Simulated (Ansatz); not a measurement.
Set up this calculation in Ansatz 0.2.0, as the native input.

| Item | Value |
| --- | --- |
| Task | band structure |
| Functional | PBE |
| Potentials or basis | all-electron LAPW, scalar-relativistic |
| Cutoff | 174 eV (chosen from the basis error) |
| Basis error allowed | 0.001 eV/atom |
| k mesh | 7 × 7 × 8 |
| Occupations | fermi-dirac, width 0.05 eV |
| Spin | no spin polarisation |

Crystal: AlSn.

```
Sn Al
1.0
     4.19811    0.00000    0.00000
    -2.09905    3.63567    0.00000
     0.00000    0.00000    3.30685
Sn Al
1 1
Direct
  0.33333 0.66667 0.50000
  0.00000 0.00000 0.00000
```

The cell comes from a database or a generator and needn't be the stable form of this composition.

One way to write it, as run:

input.yaml

```yaml
crystal:
  lattice:
    - [4.1981056157, 0.0, 0.0]
    - [-2.0990528078, 3.6356661109, 0.0]
    - [0.0, 0.0, 3.306847]
  atoms:
    - { symbol: Sn, position: [0.3333333333, 0.6666666667, 0.5] }
    - { symbol: Al, position: [0.0, 0.0, 0.0] }
kpoints:
  mp_grid: { grid: [7, 7, 8] }
  band_path:
    path:
      - [0.0, 0.0, 0.0]
      - [0.5, 0.0, 0.0]
      - [0.3333333333, 0.3333333333, 0.0]
      - [0.0, 0.0, 0.0]
      - [0.0, 0.0, 0.5]
      - [0.5, 0.0, 0.5]
      - [0.3333333333, 0.3333333333, 0.5]
      - [0.0, 0.0, 0.5]
    npoints: 12
scf:
  occupations: { method: fermi_dirac, width: 0.05 }
hamiltonian:
  xc: pbe
  pseudopotentials: { kind: all_electron, lapw: { basis_error: 0.001 } }
output:
  forces: true
  stress: true
  eigenvalues: true
```

Potentials or basis: all-electron LAPW, scalar-relativistic.

Run with:

```bash
$ ansatz run input.yaml --threads 1 --pin off --max-ram 3072MiB --backend cpu --events-out ev --progress --plain --runs-dir out
```

Results of the run:

```
Pressure                : 0.2 GPa
Band gap along the path : none (metal or under the smearing width)
```

Caveat: spin-orbit coupling is left out, which moves the levels of the heavy elements.

Run time: 4.4 s on 1 thread of AMD EPYC 9R45 96-Core Processor (Zen 5), with other jobs on the host, peak memory 0.31 GiB.
